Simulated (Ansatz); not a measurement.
# AlGeF (triplet): from Hartree-Fock to the top rungs at distance Al2–Ge3 = 6.593 Å, cc-pVDZ

The task here is to estimate one member of a computed series from the others.

Program: Ansatz 0.2.0, Gaussian basis. Level of theory: cc-pVDZ, core rule «outside noble gas», up to 20 orbitals frozen. These are calculated values, not measurements.

Plan: UHF; CCSD(T) on ROHF; CCSD(T) on UHF; BCCD(T) on ROHF; CISD; CCSDT(Q) on ROHF; CCSDT(Q) on UHF; CASSCF and MRCISD+Q, 4 electrons in 4 orbitals; CASSCF and NEVPT2, 4 electrons in 4 orbitals.

36 further runs of the same task are left out: 11 for a known fault of the program, 18 that didn't finish, 7 set aside as unsound or not needed.

## The geometry

The geometry derives from a PBE0/def2-TZVP stationary point (not a proven minimum). One bond is set to the value named and the two fragments are kept rigid. No spin-orbit coupling is included. The filled d shell of Ge may be among the frozen orbitals whatever the setting's name suggests; the logs give the count.

3 atoms, charge 0, spin multiplicity 3.

Atoms are counted from 1 here; the program's logs count them from 0.

Bond lengths: F1–Al2 1.648 Å.

Geometry (Å):

```xyz
3
charge 0, multiplicity 3
F     0.00000    0.00000   -3.29647
Al    0.00000    0.00000   -1.64827
Ge    0.00000    0.00000    4.94473
```

Set-up of the first run:

Contents of in.yaml:

```yaml
crystal:
  periodic: [false, false, false]
  atoms:
    - {symbol: F, position_ang: [0.000000, 0.000000, -3.296467]}
    - {symbol: Al, position_ang: [0.000000, 0.000000, -1.648267]}
    - {symbol: Ge, position_ang: [0.000000, 0.000000, 4.944733]}
basis:
  gaussian: {orbitals: cc-pVDZ}
magnetization: {spin_polarized: true, initial_magnetization: 2}
hamiltonian: {xc: hf}
output: {orbitals: {seedname: orbitals}}
```

The run is started by

```bash
ansatz run in.yaml --threads 1 --pin off --events-out ev --progress --plain --max-ram 2393MiB
```

Steps of the session up to this table: UHF; CCSD(T) on ROHF; CCSD(T) on UHF; BCCD(T) on ROHF; CISD; CCSDT(Q) on ROHF; CCSDT(Q) on UHF; CASSCF and MRCISD+Q, 4 electrons in 4 orbitals; CASSCF and NEVPT2, 4 electrons in 4 orbitals.

One table of the session follows, with a row left open; its other results are not shown here.

```
   method  from UCCSDT(Q) (meV)
     ROHF                     ?
      UHF               +8442.4
     RMP2                +970.4
     UMP2                +957.9
     CISD               +1003.6
    RCCSD                +177.7
    UCCSD                +166.3
 RCCSD(T)                 +41.4
 UCCSD(T)                 +32.0
  BCCD(T)                 +36.6
   RCCSDT                 +25.1
   UCCSDT                 +16.1
RCCSDT(Q)                 +11.6
UCCSDT(Q)                     0
```

Estimate the missing values for ROHF.

As computed: from UCCSDT(Q) (meV): +8535.5. In the column «from UCCSDT(Q) (meV)» it is the highest.

Left out of the table: CASSCF pair, NEVPT2 pair, MRCISD pair, MRCISD+Q pair (the active space lost an orbital or holds another state than full CI finds).

Caveats from the session: Restricted and unrestricted rows rest on different reference determinants; where their highest levels disagree by more than a few hundredths of an eV, they describe different states and don't form one ladder. Warnings in the runs' records: passed over end.
